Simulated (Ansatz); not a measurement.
# CH₃BrSi: how energies converge with the basis set

Aim: see how fast density functionals converge with the basis set for CH₃BrSi.

Computed with Ansatz 0.2.0, Gaussian basis. Level: one geometry, several basis sets.

Levels to be run: PBE0-D4/def2-SVP; ωB97M-V/def2-SVP; PBE0-D4/def2-QZVPP; ωB97M-V/def2-QZVPP; the functionals' def2-TZVPP values are taken from earlier runs.

## Step 1: The geometry

An earlier PBE0-D4 in a triple-zeta def2 set relaxation fixed the geometry.

SMILES `C[Si]Br`, 6 atoms, charge 0, spin multiplicity 1.

Atoms are counted from 1 here; the program's logs count them from 0.

Bond lengths: C1–Si2 1.888 Å, C1–H4 1.096 Å, C1–H5 1.093 Å, C1–H6 1.095 Å, Si2–Br3 2.264 Å. Angles: Si2–C1–H4 110.1°, Si2–C1–H5 111.1°, Si2–C1–H6 110.6°, H4–C1–H5 108.9°, H4–C1–H6 106.8°, H5–C1–H6 109.1°, C1–Si2–Br3 98.3°.

## Step 2: PBE0-D4 in def2-SVP

Contents of in.yaml:

```yaml
crystal:
  periodic: [false, false, false]
  atoms:
    - {symbol: C, position_ang: [-0.433584, 0.379089, -0.206821]}
    - {symbol: Si, position_ang: [0.012646, -0.760472, 1.230991]}
    - {symbol: Br, position_ang: [1.998334, -1.514964, 0.446610]}
    - {symbol: H, position_ang: [0.331950, 1.154191, -0.325822]}
    - {symbol: H, position_ang: [-1.402005, 0.859030, -0.043397]}
    - {symbol: H, position_ang: [-0.465240, -0.180874, -1.147762]}
basis:
  gaussian: {orbitals: def2-SVP}
hamiltonian: {xc: pbe0, dispersion: d4}
output: {orbitals: {seedname: orbitals}}
```

Started as:

```sh
> ansatz run in.yaml --threads 2 --pin off --events-out ev --progress --plain --max-ram 32768MiB --backend cpu
```

Further steps of the session: ωB97M-V in def2-SVP; PBE0-D4 in def2-QZVPP; ωB97M-V in def2-QZVPP.

Q: Predict the results of all the runs planned. Wanted: PBE0-D4: double and triple zeta above quadruple; ωB97M-V: double and triple zeta above quadruple.

The runs gave:

```
                                       quantity           value
PBE0-D4: double and triple zeta above quadruple  14.23, 1.76 eV
ωB97M-V: double and triple zeta above quadruple  14.22, 1.69 eV
```

**Reading.** For PBE0-D4 the step from double to triple zeta gains 12.48 eV and the next only 1.76 eV. Total energies overstate the basis error of differences, where much of it tends to cancel.
